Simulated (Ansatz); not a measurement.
**BaCaF4: the band gap up the ladder of functionals**

An exercise on one series of results from a longer session: the logs are not shown, and one member is left open.

Code: Ansatz 0.2.0. PAW datasets, plane waves. No spin polarisation. The prototype was imposed, so other structures may be more stable.

**The system as given**

The cell was relaxed beforehand with r2SCAN.

The symmetry is R-3m (No. 166, trigonal); a = 4.141 Å, c = 20.065 Å in the conventional setting, 16.55 Å³ an atom. Around Ca lie 8 F at 2.31–2.48 Å; around F lie 1 Ca at 2.31 Å and 3 Ba at 2.61 Å; around F lie 3 Ca at 2.48 Å and 1 Ba at 2.68 Å and 3 F at 2.74 Å; around Ba lie 8 F at 2.61–2.68 Å.

Coordinates:

```xyz
6
Lattice="2.0705 1.1954 6.6883 -2.0705 1.1954 6.6883 0.0000 -2.3909 6.6883" Properties=species:S:1:pos:R:3 pbc="T T T"
Ca    0.0000    0.0000    0.0000
F     0.0000    0.0000    2.3095
F     0.0000    0.0000    7.3568
Ba    0.0000    0.0000   10.0325
F     0.0000    0.0000   12.7082
F     0.0000    0.0000   17.7555
```

Set-up of the first run:

input.yaml

```yaml
crystal:
  lattice:
    - [2.0705449702, 1.1954296943, 6.6883420004]
    - [-2.0705449702, 1.1954296943, 6.6883420004]
    - [0.0, -2.3908593936, 6.6883419995]
  atoms:
    - { symbol: Ca, position: [0.0, 0.0, 0.0] }
    - { symbol: F, position: [0.1151003198, 0.1151003198, 0.1151003198] }
    - { symbol: F, position: [0.3666477861, 0.3666477861, 0.3666477861] }
    - { symbol: Ba, position: [0.5, 0.5, 0.5] }
    - { symbol: F, position: [0.6333522139, 0.6333522139, 0.6333522139] }
    - { symbol: F, position: [0.8848996802, 0.8848996802, 0.8848996802] }
kpoints:
  mp_grid: { grid: [8, 8, 8] }
  band_path:
    path:
      - [[0.0, 0.0, 0.0], [0.5, 0.5, 0.5], [0.8120362624285, 0.1879637375715, 0.5]]
      - [[0.5, -0.1879637375715, 0.1879637375715], [0.5, -1.021881626437e-16, -1.563074650958e-16], [0.0, 0.0, 0.0], [0.3439818687857, -0.3439818687857, -3.310938526115e-34]]
      - [[0.6560181312143, -4.947290031719e-17, 0.3439818687857], [0.5, 2.302918173892e-17, 0.5], [0.0, 0.0, 0.0]]
    npoints: 10
hamiltonian:
  xc: pbe
scf:
  occupations: { method: fermi_dirac, width: 0.02 }
  n_extra_bands: 5
output:
  forces: true
  stress: true
  eigenvalues: true
```

Command:

```bash
> ansatz run input.yaml --threads 2 --pin off --max-ram 29491MiB --backend cpu --events-out ev --progress --plain --runs-dir out
```

Steps of the session up to this table: PBE bands along the symmetry lines; r2SCAN at the same geometry; HSE06; PBE+SOC at the same geometry; PBE0.

One table of the session follows, with a row left open; its other results are not shown here.

| level | gap (eV) |
| --- | --- |
| PBE | 6.56 |
| r2SCAN | 7.17 |
| HSE06 | 8.53 |
| PBE+SOC | 6.56 |
| PBE0 | ? |

Q: Estimate the row for PBE0 from the others.

The run gave: gap (eV): 9.30. In the column «gap (eV)» it is the highest.

Meshes: PBE 8×8×8, r2SCAN 8×8×8, HSE06 4×4×4, PBE+SOC 8×8×8, PBE0 4×4×4

What this shows: The gap runs from 6.56 eV (PBE+SOC) to 9.30 eV (PBE0). PBE reaches 77 % of the HSE06 value, and r2SCAN 84 %. PBE0 lies 0.77 eV above HSE06, which differs from it by screening the long-range exchange.

To keep in mind: Warnings in the runs' records: stress scf threshold loose, stress exchange threshold loose.
